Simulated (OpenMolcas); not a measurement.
# Zr³⁺ among point charges: CASSCF and CASPT2 levels and susceptibility

Aim: the splitting of the states of Zr³⁺ in the field of 6 point charges, its lowest levels with spin-orbit coupling and its magnetic susceptibility.

The numbers are computed with OpenMolcas 26.06 (state-averaged CASSCF and CASPT2, spin-orbit coupling by RASSI with atomic mean-field integrals), except any that are marked as measured or tabulated.

### Step 1. Starting point

```
Species                           : Zr³⁺ (zirconium, Z = 40, 37 electrons)
Basis                             : ANO-RCC-VDZP [6s5p3d1f], 43 functions
Scalar Hamiltonian                : DKH2, point nucleus
Inactive shells                   : 1s 2s 2p 3s 3p 3d 4s 4p
Active space                      : 1 electron in 5 orbitals (4d)
Some configurations of this space : 4d
Orbitals                          : optimised for each spin and parity, averaged over all roots
```

The outer shells:

4d
```
4d [↑ ][  ][  ][  ][  ]
```

The ion sits among 6 point charges of -0.85 e arranged as a trigonal prism (D3h), 1.95 Å from the ion, with a polar angle of 51.6° against the regular 49.1°.

Each step is its own input file, run in one work folder so that later steps find the files of earlier ones. Labels, J, g values, rates, χT and fits are worked out afterwards by a script from the matrices that RASSI stores.

### Step 2. Basis and integrals

Contents of a.inp:

```
&GATEWAY
Coord
1

Zr 0.0 0.0 0.0
Basis=ANO-RCC-VDZP
Group=NoSym
NoMove
AngMom=0.0 0.0 0.0
AMFI
XField
6 Angstrom 0
1.527250 0.000000 1.212438 -0.850000
-0.763625 1.322638 1.212438 -0.850000
-0.763625 -1.322638 1.212438 -0.850000
1.527250 0.000000 -1.212438 -0.850000
-0.763625 1.322638 -1.212438 -0.850000
-0.763625 -1.322638 -1.212438 -0.850000
&SEWARD
```

Started as:

```sh
$ OMP_NUM_THREADS=1 MOLCAS_MEM=1689 MOLCAS_PROJECT=a pymolcas a.inp > a.log
```

### Step 3. Reference wave functions, doublets, 5 roots

Contents of a.inp:

```
&RASSCF
FileOrb=start.orb
Symmetry=1
Spin=2
nActEl=1 0 0
Inactive=18
Ras2=5
CIRoot=5 5 1
SDav=5
CIMx=300
Iter=120 100
PrWF=0.3
OrbListing=Nothing
MaxOrb=0
>>> COPY $Project.JobIph JOB001
```

start.orb holds the contracted functions of the basis, ordered by shell, or the orbitals of the step before.

### Step 4. State interaction with spin-orbit coupling

Contents of a.inp:

```
&RASSI
NrOfJobIphs=1 5
1 2 3 4 5
IphNames
JOB001
EJob
SpinOrbit
DIPRint=1.0
SOCoupling=1000.0
Subsets=2
Property=9
'ANGMOM' 1 'ANGMOM' 2 'ANGMOM' 3 'MLTPL  1' 1 'MLTPL  1' 2 'MLTPL  1' 3
'AMFI' 1 'AMFI' 2 'AMFI' 3
SOProperty=3
'ANGMOM' 1 'ANGMOM' 2 'ANGMOM' 3
```

### Step 5. CASPT2: IPEA 0.25, imaginary shift 0.1 (closed shells correlated: 4s 4p)

Contents of a.inp:

```
>>> COPY JOB001 $Project.JobIph
&CASPT2
Multistate=5 1 2 3 4 5
NoMult
Frozen=14
IPEA=0.25
Imaginary=0.1
MaxIter=60
WThr=0.0 0.3 0.05
PrWF=0.5
NoMix
```

(Steps that only read results are left out.)

Q: Predict the outcome of this session. Wanted: spin-free ground state; first state of the same spin within the active space; lowest level; next level.

**Answer**, as computed:

| quantity | value |
| --- | --- |
| method | SS-CASPT2, IPEA 0.25, imaginary shift 0.1 (closed shells correlated: 4s 4p) |
| spin-free ground state | 2E, 2-fold in its orbital part |
| first state of the same spin within the active space | 2A1 at 236 cm⁻¹ |
| lowest level | 2-fold E3/2, g = 0.00, 0.00, 1.84 |
| next level | 640.0 cm⁻¹ |
| χT at 300 K | 0.24 cm³ K/mol |
| effective moment at 300 K | 1.39 μB |

Cost by method:

```tsv
method	time of its own steps	time with the reference
A. CASSCF	2 s	2 s
B. SS-CASPT2, IPEA 0.25, imaginary shift 0.1, +4s 4p	0.62 s	2.6 s
```

Times are of one thread on a shared host.

**Reading.** The spin-free ground state (2E) comes to 100 % from free-ion D terms and keeps the highest spin of the shell. χT at 300 K is 0.24, against 0.38 cm³ K/mol for the spin alone, so orbital moment lowers it. CASPT2 does not keep the components of a term degenerate, and the means are used. The field of point charges can differ much from that of real complexes. Point charges carry no covalency, so the field is a model and not that of real ligands.
